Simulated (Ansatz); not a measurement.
# C₂H₇BO₃: one species, many methods

Aim: compute C₂H₇BO₃ with functionals from several rungs and with coupled cluster. The yardstick is the atomisation energy at the CCSD(T) limit.

Program: Ansatz 0.2.0, Gaussian basis. Level of theory: functionals in def2-TZVPP, the program's frozen cores in correlated methods. These are calculated values, not measurements.

The runs, in order: PBE-D4, r2SCAN-D4, PBE0-D4, B3LYP-D4, ωB97X-V, ωB97M-V, B2PLYP; CCSD(T)/def2-TZVPP; MP2/def2-QZVPP; extrapolation to the limit.

### Step 1. Structure used throughout

The geometry comes from an earlier relaxation with PBE0-D4 in a triple-zeta def2 set; it is a stationary point, not always the lowest conformer.

SMILES `CCOB(O)O`, 13 atoms, charge 0, spin multiplicity 1.

Atoms are counted from 1 here; the program's logs count them from 0.

Bond lengths: C1–C2 1.507 Å, C1–H7 1.092 Å, C1–H8 1.092 Å, C1–H9 1.092 Å, C2–O3 1.421 Å, C2–H10 1.095 Å, C2–H11 1.095 Å, O3–B4 1.361 Å, B4–O5 1.366 Å, B4–O6 1.369 Å, O5–H12 0.960 Å, O6–H13 0.960 Å. Angles: C2–C1–H7 110.7°, C2–C1–H8 110.2°, C2–C1–H9 110.7°, H7–C1–H8 108.4°, H7–C1–H9 108.3°, H8–C1–H9 108.4°, C1–C2–O3 108.9°, C1–C2–H10 110.9°, C1–C2–H11 110.8°, O3–C2–H10 109.6°, O3–C2–H11 109.5°, H10–C2–H11 107.2°, C2–O3–B4 120.6°, O3–B4–O5 120.7°, O3–B4–O6 119.6°, O5–B4–O6 119.7°, B4–O5–H12 111.8°, B4–O6–H13 111.8°.

### Step 2. PBE-D4 (GGA)

Contents of in.yaml:

```yaml
crystal:
  periodic: [false, false, false]
  atoms:
    - {symbol: C, position_ang: [-0.628597, -1.962743, -0.412245]}
    - {symbol: C, position_ang: [-0.712199, -0.466772, -0.251711]}
    - {symbol: O, position_ang: [0.568471, 0.028888, 0.111715]}
    - {symbol: B, position_ang: [0.751964, 1.353008, 0.365251]}
    - {symbol: O, position_ang: [-0.290847, 2.230761, 0.277391]}
    - {symbol: O, position_ang: [1.994956, 1.809932, 0.712530]}
    - {symbol: H, position_ang: [-0.317526, -2.435081, 0.521787]}
    - {symbol: H, position_ang: [-1.603261, -2.366946, -0.695043]}
    - {symbol: H, position_ang: [0.092865, -2.228859, -1.187444]}
    - {symbol: H, position_ang: [-1.441806, -0.197509, 0.518842]}
    - {symbol: H, position_ang: [-1.035472, 0.007108, -1.184459]}
    - {symbol: H, position_ang: [-0.019061, 3.127726, 0.483115]}
    - {symbol: H, position_ang: [2.640512, 1.100477, 0.740261]}
basis:
  gaussian: {orbitals: def2-TZVPP}
hamiltonian: {xc: pbe, dispersion: d4}
output: {forces: true, orbitals: {seedname: orbitals}}
```

Command:

```sh
$ ansatz run in.yaml --threads 2 --pin off --events-out ev --progress --plain --max-ram 32768MiB --backend cuda --devices 0, --max-vram 18GiB
```

The runs that follow: r2SCAN-D4 (meta-GGA); PBE0-D4 (hybrid); B3LYP-D4 (hybrid); ωB97X-V (range-separated); ωB97M-V (range-separated); B2PLYP (double hybrid); CCSD(T) in def2-TZVPP; MP2 in def2-QZVPP.

Before running them: what should the planned runs give, taken together? Wanted: atomisation energy, CCSD(T)/CBS; farthest; mean size of error, hybrid; mean size of error, range-separated; gap, smallest and largest; T1 diagnostic; triples share of the correlation energy.

As calculated:

| quantity | value |
| --- | --- |
| atomisation energy, CCSD(T)/CBS | 5493.8 kJ/mol |
| functionals within 27.5 kJ/mol (0.5 %) | r2SCAN-D4, PBE0-D4, B3LYP-D4, ωB97X-V, ωB97M-V |
| farthest | PBE-D4 (+114.2 kJ/mol) |
| mean size of error, hybrid | 5.2 kJ/mol |
| mean size of error, range-separated | 11.2 kJ/mol |
| gap, smallest and largest | 6.64 eV (PBE-D4), 13.36 eV (ωB97X-V) |
| T1 diagnostic | 0.0113 |
| triples share of the correlation energy | 3.5 % |

PBE-D4 is off by +114.2 kJ/mol. Double hybrids carry the basis error of their MP2 part in triple zeta, and no dispersion term here, so their miss is partly the set-up's. Misses under about 27.5 kJ/mol are within the doubt on the reference itself, which lacks core-valence correlation, relativity and higher excitations. Hartree-Fock recovers 73 % of the binding; the rest is correlation. The gap grows from 6.6 to 13.4 eV across the functionals, mostly with the share of exact exchange.
